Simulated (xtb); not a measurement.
**GFN2-xTB run of C3H5ClOSi (SMILES C=C(C=O)[SiH2]Cl)**

Aim: a geometry optimisation of C3H5ClOSi. 

The results are computed with xtb 6.7.1.

6 further runs of the same task are left out: 6 set aside as unsound or not needed.

**1. Starting point**

C3H5ClOSi has 11 atoms, charge 0, and is taken as a singlet. As SMILES, `C=C(C=O)[SiH2]Cl`. Geometry: relaxed at GFN2-xTB. This is one conformer, not always the lowest. The run starts from this shape.

Bond lengths: C1–C2 1.332 Å, C2–C3 1.464 Å, C3–O4 1.205 Å, C2–Si5 1.901 Å, Si5–Cl6 2.010 Å, C1–H7 1.081 Å, C1–H8 1.077 Å, C3–H9 1.108 Å, Si5–H10 1.463 Å, Si5–H11 1.454 Å. Some angles: C1–C2–C3 120.0°, C1–C2–Si5 125.7°, C3–C2–Si5 114.3°, C2–C3–O4 123.3°, C2–Si5–Cl6 107.3°, C2–C1–H7 121.9°, C2–C1–H8 121.9°, C2–C3–H9 115.5°, O4–C3–H9 121.2°, C2–Si5–H10 107.3°.

**2. A structure relaxation at GFN2-xTB**

xtb.inp reads:

```
$chrg 0
$spin 0
$end
```

geom.xyz reads:

```xyz
11
start
C      0.62594000    -0.94568000    -1.15989000
C      0.09619000    -0.34100000    -0.09769000
C     -0.56613000    -1.13262000     0.94002000
O     -1.03907000    -0.65049000     1.93804000
Si     0.08162000     1.53334000     0.21868000
Cl    -1.71997000     2.22173000    -0.34816000
H      0.58254000    -2.01829000    -1.28716000
H      1.12185000    -0.39316000    -1.94048000
H     -0.60822000    -2.22419000     0.75355000
H      1.10583000     2.12750000    -0.64048000
H      0.31942000     1.82285000     1.62357000
```

The run is started by

```console
$ xtb geom.xyz --gfn 2 -o vtight -I xtb.inp > run.log 2> xtb.err
```

What values should one expect? Wanted: total energy at the end; dipole moment; HOMO energy; LUMO energy; HOMO–LUMO gap; dispersion energy; mean polarisability.

**Answer.** As computed:

At GFN2-xTB:

```
                      quantity          value
       total energy at the end   -19.30573 Eh
                 dipole moment         3.64 D
                   HOMO energy      -10.95 eV
                   LUMO energy       -8.30 eV
                 HOMO–LUMO gap        2.66 eV
             dispersion energy  -22.18 kJ/mol
mean polarisability (D4 model)     80.7 bohr³
```

At the final geometry: Bond lengths: C1–C2 1.332 Å, C2–C3 1.463 Å, C3–O4 1.205 Å, C2–Si5 1.901 Å, Si5–Cl6 2.009 Å, C1–H7 1.081 Å, C1–H8 1.077 Å, C3–H9 1.108 Å, Si5–H10 1.463 Å, Si5–H11 1.455 Å. Some angles: C1–C2–C3 120.1°, C1–C2–Si5 125.9°, C3–C2–Si5 113.9°, C2–C3–O4 123.1°, C2–Si5–Cl6 107.5°, C2–C1–H7 121.9°, C2–C1–H8 121.9°, C2–C3–H9 115.7°, O4–C3–H9 121.3°, C2–Si5–H10 107.3°. The optimisation took 30 steps and changed the energy by -0.001 eV. Mulliken charges run from -0.33 on O4 to +0.50 on Si5.
